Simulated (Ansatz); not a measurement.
**Br2FHSn: a ladder of functionals and wavefunction methods**

An exercise on one series of results from a longer session: the logs are not shown, and one member is left open.

Method: functionals in def2-TZVPP, the program's frozen cores in correlated methods; program: Ansatz 0.2.0, Gaussian basis.

The runs, in order: LDA (SPW92), PBE-D4, revPBE-D4, BLYP-D4, r2SCAN-D4, B97M-V, PBE0-D4, B3LYP-D4, r2SCANh-D4, r2SCAN0-D4, HSE06-D4, BHLYP-D4, CAM-B3LYP-D4, LC-ωPBE, ωB97X-V, ωB97M-V, B2PLYP, PBE-QIDH; CCSD(T)/def2-SVP; CCSD(T)/def2-TZVPP; MP2/def2-QZVPP; extrapolation to the limit; RPA on PBE.

### The relaxed structure

An earlier PBE0-D4 in a triple-zeta def2 set relaxation fixed the geometry. Sn takes the def2 core potential; no spin-orbit term is included.

SMILES `[F][SnH]([Br])[Br]`, 5 atoms, charge 0, spin multiplicity 1.

Atoms are counted from 1 here; the program's logs count them from 0.

Bond lengths: F1–Sn2 1.905 Å, Sn2–Br3 2.443 Å, Sn2–Br4 2.443 Å, Sn2–H5 1.693 Å. Angles: F1–Sn2–Br3 105.6°, F1–Sn2–Br4 105.6°, F1–Sn2–H5 108.0°, Br3–Sn2–Br4 109.9°, Br3–Sn2–H5 113.6°, Br4–Sn2–H5 113.6°.

The first run:

Contents of in.yaml:

```yaml
crystal:
  periodic: [false, false, false]
  atoms:
    - {symbol: F, position_ang: [-0.790779, 0.076776, 1.711137]}
    - {symbol: Sn, position_ang: [0.103133, 0.128473, 0.029793]}
    - {symbol: Br, position_ang: [1.255301, -2.016627, -0.166136]}
    - {symbol: Br, position_ang: [-1.665494, 0.277610, -1.648613]}
    - {symbol: H, position_ang: [1.147840, 1.460268, 0.032320]}
basis:
  gaussian: {orbitals: def2-TZVPP}
hamiltonian: {xc: lda}
output: {orbitals: {seedname: orbitals}}
```

Among the steps run: LDA; PBE-D4 (GGA); revPBE-D4 (GGA); BLYP-D4 (GGA); r2SCAN-D4 (meta-GGA); B97M-V (meta-GGA); PBE0-D4 (hybrid); B3LYP-D4 (hybrid); r2SCANh-D4 (hybrid); r2SCAN0-D4 (hybrid); HSE06-D4 (hybrid); BHLYP-D4 (hybrid); CAM-B3LYP-D4 (range-separated); LC-ωPBE-D4 (range-separated; the results give it without D4); ωB97X-V (range-separated); ωB97M-V (range-separated); B2PLYP (double hybrid); PBE-QIDH (double hybrid).

One table of the session follows, with a row left open; its other results are not shown here.

It belongs to the step «Orbital energies across the functionals». 

| functional | HOMO (eV) | LUMO (eV) | gap (eV) |
| --- | --- | --- | --- |
| LDA (SPW92) | -7.77 | -3.60 | 4.17 |
| PBE-D4 | -7.61 | -3.30 | 4.30 |
| revPBE-D4 | -7.55 | -3.21 | 4.34 |
| BLYP-D4 | -7.43 | -3.26 | 4.16 |
| r2SCAN-D4 | -7.97 | -3.12 | 4.84 |
| B97M-V | -8.03 | -3.02 | 5.02 |
| PBE0-D4 | -8.91 | -2.43 | 6.48 |
| B3LYP-D4 | -8.63 | -2.74 | 5.89 |
| r2SCANh-D4 | -8.44 | -2.80 | 5.63 |
| r2SCAN0-D4 | ? | ? | ? |
| HSE06-D4 | -8.51 | -2.80 | 5.71 |
| BHLYP-D4 | -10.04 | -1.50 | 8.54 |
| CAM-B3LYP-D4 | -10.22 | -1.46 | 8.76 |
| LC-ωPBE | -11.62 | -0.22 | 11.40 |
| ωB97X-V | -11.25 | -0.33 | 10.92 |
| ωB97M-V | -11.10 | -0.45 | 10.65 |

Q: Estimate the row for r2SCAN0-D4 from the others.

Worked estimate for «HOMO (eV)». Against the share of exact exchange, r2SCAN-D4 (0, -7.97), r2SCANh-D4 (0.1, -8.44) give a slope of -4.70 per unit share; at 0.25 the line stands at -9.14.

**Answer.** HOMO (eV): -9.15; LUMO (eV): -2.32; gap (eV): 6.82. In «HOMO (eV)» the line misses by +0.01.
